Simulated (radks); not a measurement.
**Yb inside a hard spherical wall**

What does compression do to the levels of Yb? A hard sphere of shrinking radius stands in for pressure; the configuration is held at [Xe] 4f14 6s2.

Method: scalar-relativistic Kohn-Sham, PBE, spin-polarised, spherical densities, point nucleus. Code: radks (a radial shooting solver on a logarithmic mesh, Libxc functionals) version 1.

## 1. The system

* element: ytterbium (Z = 70)
* charge: 0
* electrons: 70
* configuration: [Xe] 4f14 6s2

The outer shells:

Yb
```
[Xe] core
4f [↑↓][↑↓][↑↓][↑↓][↑↓][↑↓][↑↓]
6s [↑↓]
```

## 2. The free atom

Input:

```text
Z 70
configuration [Xe] 4f14 6s2 5d0 6p0 7s0
relativity scalar-relativistic
functional pbe,pbe
spin polarised
nucleus point
c 137.035999084
```

## 3. Wall at 12 bohr

Input: that of step 2 with these lines changed.

```diff
@@ -6,2 +6,3 @@
 nucleus point
+wall 12 bohr
 c 137.035999084
```

## 4. Wall at 10 bohr

Input: that of step 3 with these lines changed.

```diff
@@ -6,3 +6,3 @@
 nucleus point
-wall 12 bohr
+wall 10 bohr
 c 137.035999084
```

## 5. Wall at 8 bohr

Input: that of step 4 with these lines changed.

```diff
@@ -6,3 +6,3 @@
 nucleus point
-wall 10 bohr
+wall 8 bohr
 c 137.035999084
```

## 6. Wall at 7 bohr

Input: that of step 5 with these lines changed.

```diff
@@ -6,3 +6,3 @@
 nucleus point
-wall 8 bohr
+wall 7 bohr
 c 137.035999084
```

## 7. Wall at 6 bohr

Input: that of step 6 with these lines changed.

```diff
@@ -6,3 +6,3 @@
 nucleus point
-wall 7 bohr
+wall 6 bohr
 c 137.035999084
```

## 8. Wall at 3 bohr

Input: that of step 7 with these lines changed.

```diff
@@ -6,3 +6,3 @@
 nucleus point
-wall 6 bohr
+wall 3 bohr
 c 137.035999084
```

## 9. Wall at 2.5 bohr

Input: that of step 8 with these lines changed.

```diff
@@ -6,3 +6,3 @@
 nucleus point
-wall 3 bohr
+wall 2.5 bohr
 c 137.035999084
```

## 10. Wall at 2 bohr

Input: that of step 9 with these lines changed.

```diff
@@ -6,3 +6,3 @@
 nucleus point
-wall 2.5 bohr
+wall 2 bohr
 c 137.035999084
```

Q: Predict the outcome of this session. Wanted: for each run, R; E − E(free); ε(4f); ε(6p, empty); ε(5d, empty); ε(7s, empty); pressure.

**Answer**, as computed:

```csv
R (bohr),E − E(free) (eV),ε(4f) (eV),"ε(6p, empty) (eV)","ε(5d, empty) (eV)","ε(7s, empty) (eV)",pressure (GPa)
free,0.000,-3.018,-1.107,-0.668,-,0
12,0.007,-2.992,-1.006,-0.620,1.059,0.00430
10,0.053,-2.886,-0.767,-0.489,2.381,0.0449
8,0.369,-2.450,0.065,-0.006,5.760,0.474
7,0.958,-1.915,1.113,0.581,9.360,1.60
6,2.497,-0.956,3.217,1.669,15.890,5.77
3,77.811,14.923,53.640,21.518,135.35,1154
2.5,180.69,28.458,99.709,39.211,230.45,4543
2,490.70,57.704,205.98,81.534,436.29,23065
```

Eigenvalues are for spin up. At the tightest wall, 2 bohr, the energy stands 490.70 eV above the free atom and the pressure, −dE/dV, is 23065 GPa. Of the levels in the table that exist at both ends, 6p (empty) rises most from the free atom (207.08 eV). From R = 3 bohr inwards the highest occupied level lies above zero, pushed up by confinement. Shells are not refilled when levels cross, and a hard wall is a model, not a crystal.
